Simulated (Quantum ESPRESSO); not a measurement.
**GaGe: zone-centre phonons under several settings**

```xyz
2
Lattice="0.0000 2.8978 2.8978 2.8978 0.0000 2.8978 2.8978 2.8978 0.0000" Properties=species:S:1:pos:R:3 pbc="T T T"
Ge    0.0000    0.0000    0.0000
Ga    1.4489    1.4489    1.4489
```

The cell comes from a database or a generator and needn't be the stable form of this composition.

All runs used Quantum ESPRESSO 7.5; potentials GBRV 1.5 LDA; k mesh 7 × 7 × 7; no spin polarisation; cutoff 762 eV; occupations cold, width 0.2 eV.

```csv
level,geometry,volume (Å³/atom),pressure (GPa),lowest optical mode without the field (cm⁻¹)
LDA,relaxed at 0 GPa,?,0.0,?
LDA,relaxed at 5 GPa,20.92,5.1,208
LDA,relaxed at 10 GPa,19.78,10.2,237
LDA,relaxed at 20 GPa,18.20,20.3,284
LDA,relaxed at 40 GPa,16.27,40.3,344
```

Question: What stands in the row left open?

Answer: Volume 22.44 Å³/atom; lowest optical mode without the field 176 cm⁻¹.

Caveats: the mesh is thin for the phonons of a metal; the cell is more than 3 GPa from zero pressure, which shifts response properties (some runs); the volume moved by over 15 % at a fixed basis, so the end points are rough (some runs).

For the row left open. Caveat: the mesh is thin for the phonons of a metal.
